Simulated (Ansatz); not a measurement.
# Si₃NH₇: up Jacob's ladder to CCSD(T)

The task here is to estimate one member of a computed series from the others.

Program: Ansatz 0.2.0, Gaussian basis. Level of theory: functionals in def2-TZVPP, the program's frozen cores in correlated methods. These are calculated values, not measurements.

Plan: LDA (SPW92), PBE-D4, revPBE-D4, BLYP-D4, r2SCAN-D4, B97M-V, PBE0-D4, B3LYP-D4, r2SCANh-D4, r2SCAN0-D4, HSE06-D4, BHLYP-D4, CAM-B3LYP-D4, LC-ωPBE, ωB97X-V, ωB97M-V, B2PLYP, PBE-QIDH; CCSD(T)/def2-SVP; CCSD(T)/def2-TZVPP; CCSD(T)/def2-QZVPP; extrapolation to the limit; RPA on PBE.

**Structure used throughout**

All runs share one geometry, relaxed beforehand with PBE0-D4 in a triple-zeta def2 set.

SMILES `[SiH]N([SiH3])[SiH3]`, 11 atoms, charge 0, spin multiplicity 1.

Atoms are counted from 1 here; the program's logs count them from 0.

Bond lengths: Si1–N2 1.732 Å, Si1–H5 1.543 Å, N2–Si3 1.748 Å, N2–Si4 1.755 Å, Si3–H6 1.484 Å, Si3–H7 1.486 Å, Si3–H8 1.486 Å, Si4–H9 1.483 Å, Si4–H10 1.483 Å, Si4–H11 1.491 Å. Angles: N2–Si1–H5 94.4°, Si1–N2–Si3 121.0°, Si1–N2–Si4 118.8°, Si3–N2–Si4 120.2°, N2–Si3–H6 107.7°, N2–Si3–H7 110.3°, N2–Si3–H8 110.3°, H6–Si3–H7 110.1°, H6–Si3–H8 110.1°, H7–Si3–H8 108.4°, N2–Si4–H9 110.6°, N2–Si4–H10 110.6°, N2–Si4–H11 107.9°, H9–Si4–H10 110.0°, H9–Si4–H11 108.8°, H10–Si4–H11 108.8°.

Set-up of the first run:

in.yaml

```yaml
crystal:
  periodic: [false, false, false]
  atoms:
    - {symbol: Si, position_ang: [-0.615592, 2.091452, 0.008784]}
    - {symbol: N, position_ang: [-0.054011, 0.455326, 0.101155]}
    - {symbol: Si, position_ang: [1.073201, -0.040836, 1.341718]}
    - {symbol: Si, position_ang: [-0.636630, -0.705717, -1.078237]}
    - {symbol: H, position_ang: [-1.510640, 1.841003, -1.222523]}
    - {symbol: H, position_ang: [1.373940, 1.146918, 2.179003]}
    - {symbol: H, position_ang: [2.321851, -0.560345, 0.725759]}
    - {symbol: H, position_ang: [0.479679, -1.117182, 2.176914]}
    - {symbol: H, position_ang: [-2.109783, -0.848683, -0.987453]}
    - {symbol: H, position_ang: [-0.249913, -0.296471, -2.450056]}
    - {symbol: H, position_ang: [-0.006702, -2.022466, -0.774465]}
basis:
  gaussian: {orbitals: def2-TZVPP}
hamiltonian: {xc: lda}
output: {orbitals: {seedname: orbitals}}
```

Run with:

```sh
$ ansatz run in.yaml --threads 2 --pin off --events-out ev --progress --plain --max-ram 32768MiB --backend cpu
```

Among the steps run: LDA; PBE-D4 (GGA); revPBE-D4 (GGA); BLYP-D4 (GGA); r2SCAN-D4 (meta-GGA); B97M-V (meta-GGA); B3LYP-D4 (hybrid); r2SCANh-D4 (hybrid); r2SCAN0-D4 (hybrid); HSE06-D4 (hybrid); BHLYP-D4 (hybrid); CAM-B3LYP-D4 (range-separated); LC-ωPBE (range-separated); ωB97X-V (range-separated); ωB97M-V (range-separated); B2PLYP (double hybrid); PBE-QIDH (double hybrid).

One of the session's tables, all rows but one given; the rest of the session is left out.

It belongs to the step «Orbital energies across the functionals». 

```
  functional  HOMO (eV)  LUMO (eV)  gap (eV)
 LDA (SPW92)      -5.61      -3.17      2.44
      PBE-D4      -5.55      -3.00      2.56
   revPBE-D4      -5.52      -2.93      2.59
     BLYP-D4      -5.43      -2.83      2.60
   r2SCAN-D4      -5.75      -2.89      2.87
      B97M-V      -5.91      -2.93      2.98
     PBE0-D4      -6.61      -2.16      4.44
    B3LYP-D4      -6.43      -2.32      4.11
  r2SCANh-D4      -6.14      -2.57      3.57
  r2SCAN0-D4      -6.73      -2.10      4.63
    HSE06-D4      -6.21      -2.54      3.67
    BHLYP-D4      -7.56      -1.21      6.35
CAM-B3LYP-D4      -7.88      -1.05      6.83
     LC-ωPBE      -9.17       0.02      9.18
     ωB97X-V          ?          ?         ?
     ωB97M-V      -8.70      -0.22      8.49
```

Q: Estimate the row for ωB97X-V from the others.

As computed: HOMO (eV): -8.86; LUMO (eV): -0.08; gap (eV): 8.78. In the column «HOMO (eV)» it lies between LC-ωPBE (-9.17) and ωB97M-V (-8.70).
